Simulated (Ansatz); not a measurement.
# FGeH₄Si radical: up Jacob's ladder to CCSD(T)

The task here is to estimate one member of a computed series from the others.

Computed with Ansatz 0.2.0, Gaussian basis. Level: functionals in def2-TZVPP, the program's frozen cores in correlated methods.

Levels to be run: LDA (SPW92), PBE-D4, revPBE-D4, BLYP-D4, r2SCAN-D4, B97M-V, PBE0-D4, B3LYP-D4, r2SCANh-D4, r2SCAN0-D4, HSE06-D4, BHLYP-D4, CAM-B3LYP-D4, LC-ωPBE, ωB97X-V, ωB97M-V, B2PLYP, PBE-QIDH; CCSD(T)/def2-SVP; CCSD(T)/def2-TZVPP; MP2/def2-QZVPP; extrapolation to the limit; RPA on PBE.

## The geometry

An earlier PBE0-D4 in a triple-zeta def2 set relaxation fixed the geometry.

SMILES `F[SiH][GeH3]`, 7 atoms, charge 0, spin multiplicity 2.

Atoms are counted from 1 here; the program's logs count them from 0.

Bond lengths: F1–Si2 1.610 Å, Si2–Ge3 2.386 Å, Si2–H4 1.494 Å, Ge3–H5 1.537 Å, Ge3–H6 1.535 Å, Ge3–H7 1.540 Å. Angles: F1–Si2–Ge3 110.1°, F1–Si2–H4 106.6°, Ge3–Si2–H4 113.1°, Si2–Ge3–H5 107.6°, Si2–Ge3–H6 109.9°, Si2–Ge3–H7 112.2°, H5–Ge3–H6 109.0°, H5–Ge3–H7 109.1°, H6–Ge3–H7 109.0°.

Set-up of the first run:

Input file in.yaml:

```yaml
crystal:
  periodic: [false, false, false]
  atoms:
    - {symbol: F, position_ang: [-0.828176, -1.797623, 1.409514]}
    - {symbol: Si, position_ang: [-0.880442, -1.140528, -0.059400]}
    - {symbol: Ge, position_ang: [0.333818, 0.913359, -0.081629]}
    - {symbol: H, position_ang: [-0.325397, -2.158692, -1.001662]}
    - {symbol: H, position_ang: [0.289651, 1.465152, -1.516011]}
    - {symbol: H, position_ang: [-0.331014, 1.924656, 0.863104]}
    - {symbol: H, position_ang: [1.802660, 0.725477, 0.340384]}
basis:
  gaussian: {orbitals: def2-TZVPP}
magnetization: {spin_polarized: true, initial_magnetization: 1}
hamiltonian: {xc: lda}
output: {orbitals: {seedname: orbitals}}
```

Among the steps run: LDA; PBE-D4 (GGA); revPBE-D4 (GGA); BLYP-D4 (GGA); r2SCAN-D4 (meta-GGA); B97M-V (meta-GGA); PBE0-D4 (hybrid); B3LYP-D4 (hybrid); r2SCANh-D4 (hybrid); r2SCAN0-D4 (hybrid); HSE06-D4 (hybrid); BHLYP-D4 (hybrid); CAM-B3LYP-D4 (range-separated); LC-ωPBE-D4 (range-separated; the results give it without D4); ωB97X-V (range-separated); ωB97M-V (range-separated); B2PLYP (double hybrid); PBE-QIDH (double hybrid).

One of the session's tables, all rows but one given; the rest of the session is left out.

It belongs to the step «Frontier levels by functional». 

| functional | HOMO (eV) | LUMO (eV) | gap (eV) |
| --- | --- | --- | --- |
| LDA (SPW92) | -5.11 | -3.98 | 1.13 |
| PBE-D4 | -5.14 | -3.56 | 1.58 |
| revPBE-D4 | -5.12 | -3.42 | 1.70 |
| BLYP-D4 | -4.93 | -3.60 | 1.33 |
| r2SCAN-D4 | -5.50 | -3.14 | 2.36 |
| B97M-V | -5.25 | -3.76 | 1.49 |
| PBE0-D4 | -6.27 | -2.67 | 3.60 |
| B3LYP-D4 | -5.98 | -3.07 | 2.91 |
| r2SCANh-D4 | -5.91 | -2.85 | 3.06 |
| r2SCAN0-D4 | -6.53 | -2.41 | 4.11 |
| HSE06-D4 | ? | ? | ? |
| BHLYP-D4 | -7.19 | -1.90 | 5.29 |
| CAM-B3LYP-D4 | -7.44 | -1.79 | 5.66 |
| LC-ωPBE | -8.85 | -0.36 | 8.49 |
| ωB97X-V | -8.35 | -0.90 | 7.45 |
| ωB97M-V | -7.97 | -1.06 | 6.91 |

Estimate the missing values for HSE06-D4.

The run gave: HOMO (eV): -5.87; LUMO (eV): -3.05; gap (eV): 2.82. In the column «HOMO (eV)» it lies between r2SCANh-D4 (-5.91) and r2SCAN-D4 (-5.50).
